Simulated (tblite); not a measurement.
# C2H8AlGaO3: the cost of one run

Computed with tblite 0.8.0 and PySCF 2.14.0; each step states its level. No surroundings beyond the atoms listed, unless a continuum is named. Atoms count from 0, parts from 1.

## (1) Starting point

15 atoms, charge 0, multiplicity 1; geometry: distance geometry start.

## (2) Relaxing the cluster with GFN2-xTB

What the job is given:

```
{"job": {"kind": "relax", "xc": "GFN2-xTB", "basis": "xTB"}, "charge": 0, "multiplicity": 1}
O     -0.043391     0.528357     2.483634
Al    -0.645886     0.787444     0.729688
O      0.091946     2.219636    -0.189407
O     -0.911838    -0.782723    -0.250066
Ga     0.163867    -1.355445    -1.682944
C      2.063759    -1.619778    -1.257837
C     -0.207649    -0.601228    -3.409932
H      0.852049     0.726877     2.808520
H      0.463883     2.176692    -1.103941
H      2.510023    -2.241684    -1.971612
H      2.148152    -2.064575    -0.310762
H      2.555434    -0.708254    -1.224026
H      0.078634    -1.275033    -4.165962
H      0.282958     0.288082    -3.536593
H     -1.221540    -0.433592    -3.498207
```

Level: GFN2-xTB geometry optimisation, gas phase.

Run with:

```
OMP_NUM_THREADS=1 python cluster_run.py task.json out
```

The driver reads the jobs from task.json and runs them one after another.

Q: Estimate the wall time of this first job on 1 thread of Intel Xeon Platinum 8488C, shared host.

About 2 s.
